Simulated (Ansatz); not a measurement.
# H₂ with CH₂F₂: superposition error and deformation, part 3 of 3

Ansatz 0.2.0, Gaussian basis. The steps go on from the part before.

## Step 22: B2PLYP/def2-TZVPPD

The inputs:

free-a/in.yaml

```yaml
crystal:
  periodic: [false, false, false]
  atoms:
    - {symbol: H, position_ang: [0.060092, -0.362003, -3.062316]}
    - {symbol: H, position_ang: [-0.019889, -0.293989, -2.323614]}
basis:
  gaussian: {orbitals: "def2-TZVPPD.json"}
hamiltonian: {xc: {name: B2PLYP}}
```

free-b/in.yaml

```yaml
crystal:
  periodic: [false, false, false]
  atoms:
    - {symbol: F, position_ang: [0.503204, -0.947362, 0.538284]}
    - {symbol: C, position_ang: [0.001705, 0.149308, 1.148220]}
    - {symbol: F, position_ang: [-0.707510, 0.859925, 0.243643]}
    - {symbol: H, position_ang: [-0.669967, -0.169945, 1.949908]}
    - {symbol: H, position_ang: [0.832364, 0.764066, 1.505775]}
basis:
  gaussian: {orbitals: "def2-TZVPPD.json"}
hamiltonian: {xc: {name: B2PLYP}}
```

The same command starts each run, in its folder.

Started as:

```bash
> ansatz run in.yaml --threads 2 --pin off --events-out ev --progress --plain --max-ram 5222MiB
```

Log of free-a, shortened:

```text
Functional definition: B2PLYP
  name "B2PLYP"
  cite "Grimme, J. Chem. Phys. 124, 034108 (2006) doi:10.1063/1.2148954"
  cite "Becke, Phys. Rev. A 38, 3098 (1988) doi:10.1103/PhysRevA.38.3098"
  cite "Lee, Yang & Parr, Phys. Rev. B 37, 785 (1988) doi:10.1103/PhysRevB.37.785"
[...]
170 factors; integrals over basis functions are off by at most 1.0e-3 eV
[...]
mean field -31.55942026 eV, -1.1597873028 hartree, gradient 5.8e-7 eV, S^2 0.000000; 0 other end points of the search recorded, 0 dependent functions left out
reference -31.55950275 eV, -1.1597903342 hartree; 1, 1 occupied and 33, 33 virtual orbitals, 170 factors
second order -1.02664128 eV of doubles, -0.00000000 eV of singles
Total energy: -31.83669589 eV, -1.1699769944 hartree
```

Output in free-b, shortened:

```text
Functional definition: B2PLYP
  name "B2PLYP"
  cite "Grimme, J. Chem. Phys. 124, 034108 (2006) doi:10.1063/1.2148954"
  cite "Becke, Phys. Rev. A 38, 3098 (1988) doi:10.1103/PhysRevA.38.3098"
  cite "Lee, Yang & Parr, Phys. Rev. B 37, 785 (1988) doi:10.1103/PhysRevB.37.785"
[...]
931 factors; integrals over basis functions are off by at most 8.6e-4 eV
[...]
mean field -6496.43099195 eV, -238.7394355150 hartree, gradient 3.3e-6 eV, S^2 0.000000; 0 other end points of the search recorded, 0 dependent functions left out
3 core orbitals not correlated: weight in the atoms' cores, before any rotation towards them, 1.000 or more for the frozen orbitals, at most 0.000 for the correlated occupied ones
reference -6496.43112899 eV, -238.7394405513 hartree; 10, 10 occupied and 138, 138 virtual orbitals, 931 factors
second order -21.73281504 eV of doubles, -0.00000000 eV of singles
Total energy: -6502.29898905 eV, -238.9550804312 hartree
```

They took 0.15 s (free-a), 2.4 s (free-b) on 2 threads of Arm Neoverse V1, shared host.

## Step 23: BLYP-D4/def2-TZVPPD

Each input of step 22 (free-a, free-b) changes in the same lines:

```diff
-hamiltonian: {xc: {name: B2PLYP}}
+hamiltonian: {xc: {name: BLYP}, dispersion: d4}
```

The same command starts each run, in its folder.

Started as:

```bash
> ansatz run in.yaml --threads 2 --pin off --events-out ev --progress --plain --max-ram 5222MiB
```

free-a printed, shortened:

```text
Functional definition: BLYP
  name "BLYP"
  cite "Becke, Phys. Rev. A 38, 3098 (1988) doi:10.1103/PhysRevA.38.3098"
  cite "Lee, Yang & Parr, Phys. Rev. B 37, 785 (1988) doi:10.1103/PhysRevB.37.785"
[...]
118 factors; their error is unknown
[...]
mean field -31.82623094 eV, -1.1695924145 hartree, gradient 2.5e-5 eV, S^2 0.000000; 0 other end points of the search recorded, 0 dependent functions left out
reference -31.82641588 eV, -1.1695992110 hartree; 1, 1 occupied and 33, 33 virtual orbitals, 118 factors
Total energy: -31.83131374 eV, -1.1697792040 hartree
```

Output in free-b, shortened:

```text
Functional definition: BLYP
  name "BLYP"
  cite "Becke, Phys. Rev. A 38, 3098 (1988) doi:10.1103/PhysRevA.38.3098"
  cite "Lee, Yang & Parr, Phys. Rev. B 37, 785 (1988) doi:10.1103/PhysRevB.37.785"
[...]
686 factors; their error is unknown
[...]
mean field -6505.24173983 eV, -239.0632245277 hartree, gradient 1.9e-5 eV, S^2 0.000000; 0 other end points of the search recorded, 0 dependent functions left out
reference -6505.24205364 eV, -239.0632360598 hartree; 13, 13 occupied and 138, 138 virtual orbitals, 686 factors
Total energy: -6505.32941853 eV, -239.0664466602 hartree
```

Times: 0.1 s (free-a), 1.2 s (free-b) on 2 threads of Arm Neoverse V1, shared host.

## Step 24: revPBE-D4/def2-TZVPPD

Each input of step 23 (free-a, free-b) changes in the same lines:

```diff
-hamiltonian: {xc: {name: BLYP}, dispersion: d4}
+hamiltonian: {xc: {name: revPBE}, dispersion: d4}
```

The same command starts each run, in its folder.

Started as:

```bash
> ansatz run in.yaml --threads 2 --pin off --events-out ev --progress --plain --max-ram 5222MiB
```

Log of free-a, shortened:

```text
Functional definition: revPBE
  name "revPBE"
  cite "Zhang & Yang, Phys. Rev. Lett. 80, 890 (1998) doi:10.1103/PhysRevLett.80.890"
  cite "Perdew, Burke & Ernzerhof, Phys. Rev. Lett. 77, 3865 (1996) doi:10.1103/PhysRevLett.77.3865"
[...]
118 factors; their error is unknown
[...]
mean field -32.01656309 eV, -1.1765869921 hartree, gradient 1.6e-5 eV, S^2 0.000000; 0 other end points of the search recorded, 0 dependent functions left out
reference -32.01658966 eV, -1.1765879684 hartree; 1, 1 occupied and 33, 33 virtual orbitals, 118 factors
Total energy: -32.02733598 eV, -1.1769828885 hartree
```

Log of free-b, shortened:

```text
Functional definition: revPBE
  name "revPBE"
  cite "Zhang & Yang, Phys. Rev. Lett. 80, 890 (1998) doi:10.1103/PhysRevLett.80.890"
  cite "Perdew, Burke & Ernzerhof, Phys. Rev. Lett. 77, 3865 (1996) doi:10.1103/PhysRevLett.77.3865"
[...]
686 factors; their error is unknown
[...]
mean field -6503.95642044 eV, -239.0159899112 hartree, gradient 7.4e-6 eV, S^2 0.000000; 0 other end points of the search recorded, 0 dependent functions left out
reference -6503.95647993 eV, -239.0159920975 hartree; 13, 13 occupied and 138, 138 virtual orbitals, 686 factors
Total energy: -6504.11457902 eV, -239.0218021317 hartree
```

Times: 0.1 s (free-a), 1.1 s (free-b) on 2 threads of Arm Neoverse V1, shared host.

## Step 25: B97M-V/def2-TZVPPD

Each input of step 24 (free-a, free-b) changes in the same lines:

```diff
-hamiltonian: {xc: {name: revPBE}, dispersion: d4}
+hamiltonian: {xc: {name: B97M-V}}
```

One command serves all of them, each in its own folder.

Started as:

```bash
> ansatz run in.yaml --threads 2 --pin off --events-out ev --progress --plain --max-ram 5222MiB
```

free-a printed, shortened:

```text
Functional definition: B97M-V
  name "B97M-V"
  cite "Mardirossian & Head-Gordon, J. Chem. Phys. 142, 074111 (2015) doi:10.1063/1.4907719"
  cite "Becke, J. Chem. Phys. 107, 8554 (1997) doi:10.1063/1.475007"
  cite "Vydrov & Van Voorhis, J. Chem. Phys. 133, 244103 (2010) doi:10.1063/1.3521275"
  # Of w^i u^j: cxij and so on, Table III.
[...]
  gx(w, u) = cx00 + cx01*u + cx02*u^2 + (cx10 + cx11*u)*w
  gss(w, u) = css00 + css02*u^2 + css10*w + (css32*w^3 + css42*w^4)*u^2
  gos(w, u) = cos00 + cos01*u + cos03*u^3 + cos10*w + cos32*w^3*u^2
[...]
      + integral(e_c_pw_mod_opposite_spin*gos(b97_w_opposite, b97_u_opposite)) + vv10(b, c)
118 factors; their error is unknown
[...]
mean field -31.90618347 eV, -1.1725306157 hartree, gradient 1.2e-5 eV, S^2 0.000000; 0 other end points of the search recorded, 0 dependent functions left out
reference -31.90621211 eV, -1.1725316681 hartree; 1, 1 occupied and 33, 33 virtual orbitals, 118 factors
Total energy: -31.90621211 eV, -1.1725316681 hartree
```

free-b printed, shortened:

```text
Functional definition: B97M-V
  name "B97M-V"
  cite "Mardirossian & Head-Gordon, J. Chem. Phys. 142, 074111 (2015) doi:10.1063/1.4907719"
  cite "Becke, J. Chem. Phys. 107, 8554 (1997) doi:10.1063/1.475007"
  cite "Vydrov & Van Voorhis, J. Chem. Phys. 133, 244103 (2010) doi:10.1063/1.3521275"
  # Of w^i u^j: cxij and so on, Table III.
[...]
  gx(w, u) = cx00 + cx01*u + cx02*u^2 + (cx10 + cx11*u)*w
[...]
  gos(w, u) = cos00 + cos01*u + cos03*u^3 + cos10*w + cos32*w^3*u^2
[...]
      + integral(e_c_pw_mod_opposite_spin*gos(b97_w_opposite, b97_u_opposite)) + vv10(b, c)
686 factors; their error is unknown
[...]
mean field -6504.04530148 eV, -239.0192562291 hartree, gradient 1.5e-5 eV, S^2 0.000000; 0 other end points of the search recorded, 0 dependent functions left out
reference -6504.04536732 eV, -239.0192586488 hartree; 13, 13 occupied and 138, 138 virtual orbitals, 686 factors
Total energy: -6504.04536732 eV, -239.0192586488 hartree
```

Wall times: 0.25 s (free-a), 4.4 s (free-b) on 2 threads of Arm Neoverse V1, shared host.

## Step 26: HSE06-D4/def2-TZVPPD

Each input of step 25 (free-a, free-b) changes in the same lines:

```diff
-hamiltonian: {xc: {name: B97M-V}}
+hamiltonian: {xc: hse06, dispersion: d4}
```

One command serves all of them, each in its own folder.

Started as:

```bash
> ansatz run in.yaml --threads 2 --pin off --events-out ev --progress --plain --max-ram 5222MiB
```

Log of free-a, shortened:

```text
Functional definition: HSE06
  name "HSE06"
  cite "Heyd, Scuseria & Ernzerhof, J. Chem. Phys. 118, 8207 (2003) doi:10.1063/1.1564060"
  cite "Krukau, Vydrov, Izmaylov & Scuseria, J. Chem. Phys. 125, 224106 (2006) doi:10.1063/1.2404663"
  cite "Heyd & Scuseria, J. Chem. Phys. 120, 7274 (2004) doi:10.1063/1.1668634"
  cite "Ernzerhof & Perdew, J. Chem. Phys. 109, 3313 (1998) doi:10.1063/1.476928"
[...]
  # The whole range is PBE's own exchange, as in plane waves. The composition of these papers is wPBEh.
[...]
118 factors; their error is unknown
20 factors; integrals over basis functions are off by at most 3.6e-5 eV
[...]
mean field -31.78231228 eV, -1.1679784335 hartree, gradient 6.0e-5 eV, S^2 0.000000; 0 other end points of the search recorded, 0 dependent functions left out
reference -31.78233215 eV, -1.1679791638 hartree; 1, 1 occupied and 33, 33 virtual orbitals, 118 factors
Total energy: -31.78376514 eV, -1.1680318251 hartree
```

free-b printed, shortened:

```text
Functional definition: HSE06
  name "HSE06"
  cite "Heyd, Scuseria & Ernzerhof, J. Chem. Phys. 118, 8207 (2003) doi:10.1063/1.1564060"
  cite "Krukau, Vydrov, Izmaylov & Scuseria, J. Chem. Phys. 125, 224106 (2006) doi:10.1063/1.2404663"
  cite "Heyd & Scuseria, J. Chem. Phys. 120, 7274 (2004) doi:10.1063/1.1668634"
  cite "Ernzerhof & Perdew, J. Chem. Phys. 109, 3313 (1998) doi:10.1063/1.476928"
[...]
686 factors; their error is unknown
58 factors; integrals over basis functions are off by at most 5.8e-6 eV
[...]
mean field -6499.35218144 eV, -238.8467872486 hartree, gradient 1.2e-5 eV, S^2 0.000000; 0 other end points of the search recorded, 0 dependent functions left out
reference -6499.35222720 eV, -238.8467889306 hartree; 13, 13 occupied and 138, 138 virtual orbitals, 686 factors
Total energy: -6499.37907212 eV, -238.8477754629 hartree
```

Wall times: 0.15 s (free-a), 1.5 s (free-b) on 2 threads of Arm Neoverse V1, shared host.

## Step 27: CCSD(T)/def2-TZVPPD

Each input of step 26 (free-a, free-b) changes in the same lines:

```diff
-hamiltonian: {xc: hse06, dispersion: d4}
+correlation: {method: ccsd_t}
```

One command serves all of them, each in its own folder.

Started as:

```bash
> ansatz run in.yaml --threads 2 --pin off --events-out ev --progress --plain --max-ram 5222MiB
```

free-a printed, shortened:

```text
Functional definition: HF
  name "HF"
  cite "Fock, Z. Phys. 61, 126 (1930) doi:10.1007/BF01340294"
  parent pbe
[...]
170 factors; integrals over basis functions are off by at most 1.0e-3 eV
[...]
mean field -30.82934049 eV, -1.1329573660 hartree, gradient 2.3e-7 eV, S^2 0.000000; 0 other end points of the search recorded, 0 dependent functions left out
reference -30.82934049 eV, -1.1329573660 hartree; 1, 1 occupied and 33, 33 virtual orbitals, 170 factors
second order -0.86436714 eV of doubles, -0.00000000 eV of singles
cycle   1  -1.00900944 eV  change   -1.4e-1 eV  update   2.6e-2
[...]
cycle   7  -1.07499052 eV  change   -1.1e-6 eV  update   5.9e-7
perturbative correction 0.00000000 eV, 0.0000000000 hartree
Total energy: -31.90433101 eV, -1.1724625389 hartree
```

Log of free-b, shortened:

```text
Functional definition: HF
  name "HF"
  cite "Fock, Z. Phys. 61, 126 (1930) doi:10.1007/BF01340294"
  parent pbe
[...]
931 factors; integrals over basis functions are off by at most 8.6e-4 eV
[...]
mean field -6476.57725403 eV, -238.0098241039 hartree, gradient 1.2e-6 eV, S^2 0.000000; 0 other end points of the search recorded, 0 dependent functions left out
3 core orbitals not correlated: weight in the atoms' cores, before any rotation towards them, 1.000 or more for the frozen orbitals, at most 0.000 for the correlated occupied ones
reference -6476.57725403 eV, -238.0098241039 hartree; 10, 10 occupied and 138, 138 virtual orbitals, 931 factors
second order -18.33139933 eV of doubles, -0.00000000 eV of singles
cycle   1  -18.20065443 eV  change    1.3e-1 eV  update   8.4e-2
[...]
cycle   9  -18.64730126 eV  change   -4.3e-6 eV  update   1.1e-5
perturbative correction -0.57285436 eV, -0.0210520093 hartree
Total energy: -6495.79740965 eV, -238.7161517949 hartree
```

They took 0.1 s (free-a), 5.5 s (free-b) on 2 threads of Arm Neoverse V1, shared host; peak memory 0.68 GiB.

## Step 28: The split

```csv
method,interaction with counterpoise (meV),without,superposition error,deformation,binding energy
PBE-D4,-21,-22,1,0,-22
revPBE-D4,-16,-17,1,-1,-16
BLYP-D4,-7,-8,1,-1,-7
r2SCAN-D4,-12,-13,1,0,-12
B97M-V,-15,-16,1,0,-15
PBE0-D4,-18,-19,1,0,-18
B3LYP-D4,-11,-12,1,0,-11
HSE06-D4,-18,-19,1,0,-18
wB97X-V,-17,-18,1,0,-17
wB97M-V,-14,-15,1,0,-14
B2PLYP,-4,-6,2,0,-5
Hartree-Fock,3,2,1,0,3
MP2,-12,-17,4,0,-12
CCSD,-12,-16,4,0,-12
CCSD(T),-14,-19,5,0,-14
```

## Step 29: What came out

The summary covers parts 1 to 3.

```
            quantity    value
interaction, CCSD(T)  -14 meV
 superposition error    5 meV
         deformation    0 meV
      binding energy  -14 meV
```

In words: In this basis the superposition error is 5 meV for CCSD(T) and 1 meV on average for the plain functionals: correlated methods borrow far more, since they need many more functions to converge. The free shapes are PBE0-D4 minima, so other methods can show a small negative deformation energy.
